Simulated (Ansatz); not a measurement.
# BH₇SSi₂: a ladder of functionals and wavefunction methods

One table from this session's results is given with a row withheld; the runs are named, their logs left out.

Program: Ansatz 0.2.0, Gaussian basis. Level of theory: functionals in def2-TZVPP, the program's frozen cores in correlated methods. These are calculated values, not measurements.

Plan: PBE-D4, r2SCAN-D4, PBE0-D4, B3LYP-D4, ωB97X-V, ωB97M-V, B2PLYP; CCSD(T)/def2-TZVPP; MP2/def2-QZVPP; extrapolation to the limit.

### Structure used throughout

An earlier PBE0-D4 in a triple-zeta def2 set relaxation fixed the geometry.

SMILES `[SiH3][SiH2]BS`, 11 atoms, charge 0, spin multiplicity 1.

Atoms are counted from 1 here; the program's logs count them from 0.

Bond lengths: Si1–Si2 2.345 Å, Si1–H5 1.488 Å, Si1–H6 1.488 Å, Si1–H7 1.488 Å, Si2–B3 1.998 Å, Si2–H8 1.490 Å, Si2–H9 1.493 Å, B3–S4 1.764 Å, B3–H10 1.195 Å, S4–H11 1.346 Å. Angles: Si2–Si1–H5 111.0°, Si2–Si1–H6 110.2°, Si2–Si1–H7 109.8°, H5–Si1–H6 108.7°, H5–Si1–H7 108.6°, H6–Si1–H7 108.5°, Si1–Si2–B3 107.8°, Si1–Si2–H8 108.3°, Si1–Si2–H9 108.2°, B3–Si2–H8 112.4°, B3–Si2–H9 111.5°, H8–Si2–H9 108.5°, Si2–B3–S4 123.8°, Si2–B3–H10 122.5°, S4–B3–H10 113.6°, B3–S4–H11 100.1°.

Geometry (Å):

```
Si   -1.0629    1.5173    0.3607
Si   -0.1301   -0.2179   -0.9121
B     1.5303   -0.8317    0.0134
S     1.6076   -2.2587    1.0470
H    -2.3018    2.0406   -0.2762
H    -0.0897    2.6341    0.4980
H    -1.4031    1.0179    1.7207
H     0.1437    0.3023   -2.2816
H    -1.1371   -1.3150   -1.0147
H     2.5554   -0.2200   -0.0340
H     0.3534   -2.7259    0.8994
```

The first run:

The input, in.yaml:

```yaml
crystal:
  periodic: [false, false, false]
  atoms:
    - {symbol: Si, position_ang: [-1.062948, 1.517303, 0.360713]}
    - {symbol: Si, position_ang: [-0.130145, -0.217941, -0.912099]}
    - {symbol: B, position_ang: [1.530260, -0.831675, 0.013434]}
    - {symbol: S, position_ang: [1.607554, -2.258666, 1.047013]}
    - {symbol: H, position_ang: [-2.301805, 2.040595, -0.276152]}
    - {symbol: H, position_ang: [-0.089739, 2.634139, 0.498025]}
    - {symbol: H, position_ang: [-1.403072, 1.017925, 1.720697]}
    - {symbol: H, position_ang: [0.143692, 0.302264, -2.281560]}
    - {symbol: H, position_ang: [-1.137139, -1.314989, -1.014739]}
    - {symbol: H, position_ang: [2.555400, -0.220012, -0.034028]}
    - {symbol: H, position_ang: [0.353442, -2.725944, 0.899396]}
basis:
  gaussian: {orbitals: def2-TZVPP}
hamiltonian: {xc: pbe, dispersion: d4}
output: {forces: true, orbitals: {seedname: orbitals}}
```

Command:

```bash
$ ansatz run in.yaml --threads 4 --pin off --events-out ev --progress --plain --max-ram 10444MiB
```

Steps of the session up to this table: PBE-D4 (GGA); r2SCAN-D4 (meta-GGA); PBE0-D4 (hybrid); B3LYP-D4 (hybrid); ωB97X-V (range-separated); ωB97M-V (range-separated); B2PLYP (double hybrid); CCSD(T) in def2-TZVPP; MP2 in def2-QZVPP.

One table of the session follows, with a row left open; its other results are not shown here.

```
            method  atomisation energy (kJ/mol)
            PBE-D4                       3337.6
         r2SCAN-D4                       3359.2
           PBE0-D4                       3324.6
          B3LYP-D4                       3341.4
           ωB97X-V                       3371.0
           ωB97M-V                       3347.8
            B2PLYP                            ?
     HF/def2-TZVPP                       2549.4
    MP2/def2-TZVPP                       3237.0
   CCSD/def2-TZVPP                       3215.1
CCSD(T)/def2-TZVPP                       3252.2
           MP2/CBS                       3318.1
       CCSD(T)/CBS                       3333.3
```

Estimate the missing values for B2PLYP.

The run gave: atomisation energy (kJ/mol): 3288.6. In the column «atomisation energy (kJ/mol)» it lies between CCSD(T)/def2-TZVPP (3252.2) and MP2/CBS (3318.1).

Caveats from the session: Free atoms (2 Si, 1 B, 1 S, 7 H) were run apart at each level; the atomisation energy is their sum less the molecule, without zero-point or spin-orbit terms.
